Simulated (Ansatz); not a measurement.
Si, space group Fd-3m: an all-electron equation of state, run with the Ansatz DFT code, driven from Python.

`eos_lapw_si.py`
```python
"""E(V) of Si on LAPW."""

import ansatz
from ase.eos import EquationOfState
from ase.units import GPa
import numpy as np

VECTORS = np.array([
    [0.0, 2.71356, 2.71356],
    [2.71356, 0.0, 2.71356],
    [2.71356, 2.71356, 0.0],
])
SITES = [
    ("Si", (0.75, 0.75, 0.75)),
    ("Si", (0.5, 0.5, 0.5)),
]


def build(cell):
    crystal = ansatz.Crystal(lattice=ansatz.Lattice.of(cell))
    for symbol, position in SITES:
        crystal = crystal.atom(symbol, position)
    return crystal

volumes, energies = [], []
for scale in np.linspace(0.94, 1.06, 5):
    cell = VECTORS * scale ** (1 / 3)
    model = (
        build(cell).calculation()
        .occupations("fixed")
        .functional("pbe")
        .scf(extra_bands=8)
        .kpoints(6, 6, 6)
        .pseudopotentials("all_electron", lapw=True, relativity="scalar")
    )
    summary = model.run(threads=1).report
    volumes.append(abs(np.linalg.det(cell)) / len(SITES))
    energies.append(summary["free_energy_ev"] / len(SITES))
    print(f"{scale:.3f} {volumes[-1]:9.4f} A^3/atom {energies[-1]:16.5f} eV/atom  (estimated basis error {1000 * summary['lapw_basis_errors']['total_ev_per_atom']:.2f} meV/atom)")
v0, e0, bulk = EquationOfState(volumes, energies, eos="birchmurnaghan").fit()
print(f"V0 = {v0:.4f} A^3/atom, B0 = {bulk / GPa:.1f} GPa")
```

Its results, one of them left out:

| V (Å³/atom) | F less the lowest row shown (meV/atom) |
| --- | --- |
| 18.782 | ? |
| 19.382 | 17.42 |
| 19.981 | 3.17 |
| 20.580 | 0.00 |
| 21.180 | 6.31 |

What is the missing energy at 18.782 Å³ an atom?

A third-order Birch-Murnaghan fit, E = E0 + (9 V0 B0 / 16) [(t - 1)³ B' + (t - 1)² (6 - 4t)] with t = (V0/V)^(2/3), through the 4 rows shown gives V0 = 20.467 Å³, B0 = 88.9 GPa, B' = 4.29 and E0 = -0.17 meV. At V = 18.782 Å³, t = 1.05896, and the fit extrapolates to 44.61 meV. The run gave 44.58 meV, a miss of 0.03 meV.

The settings weren't tested for convergence. Of the deposited cell: the entry's cell lengths or inner coordinates differ somewhat from later room-temperature determinations. Finished in 14 s on 1 thread of Arm Neoverse V1, on a shared host, peak memory 0.31 GiB.
